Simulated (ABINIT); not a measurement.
WS:

```
W S
1.0
     3.44485    0.00000    0.00000
     0.00000    3.44485    0.00000
     0.00000    0.00000    3.44485
W S
1 1
Cartesian
  1.7224 1.7224 1.7224
  0.0000 0.0000 0.0000
```

The cell was built by a generator and needn't be a form met in nature.

| Property | Result |
| --- | --- |
| Program | ABINIT 10.8.3 (patched build) |
| Task | single point |
| Functional | PBE |
| Potentials or basis | JTH PAW PBE v2.0 |
| Cutoff | 544 eV |
| k mesh | 8 × 8 × 8 |
| Occupations | fermi-dirac, width 0.05 eV |
| Spin | no spin polarisation |

On this cell: pressure -35.8 GPa; largest force zero by symmetry; band gap on the k mesh none (metal or under the smearing width).

The same run follows on a disturbed copy (atoms moved at random, drawn with an rms of 0.05 Å):

```
W S
1.0
     3.44485    0.00000    0.00000
     0.00000    3.44485    0.00000
     0.00000    0.00000    3.44485
W S
1 1
Direct
  0.50260 0.49535 0.50050
  0.01259 0.00206 0.00004
```

What does the disturbed cell give?

The energy (extrapolated to zero smearing) moves by -1.8 meV/atom; pressure -35.8 GPa; largest force 0.165 eV/Å; band gap on the k mesh none (metal or under the smearing width).

Forces on the atoms (eV/Å):
```
W   -0.138 -0.090  0.006
S    0.138  0.090 -0.006
```

The energy falls, though the first cell shows no forces: that form is unstable against this distortion, unless noise or another electronic state is at work.

Caveats: a pressure of tens of GPa on the cell as given is suspect, and the run, the potentials or the cell itself is likely at fault (some runs); the cell as given lies far from equilibrium (some runs).
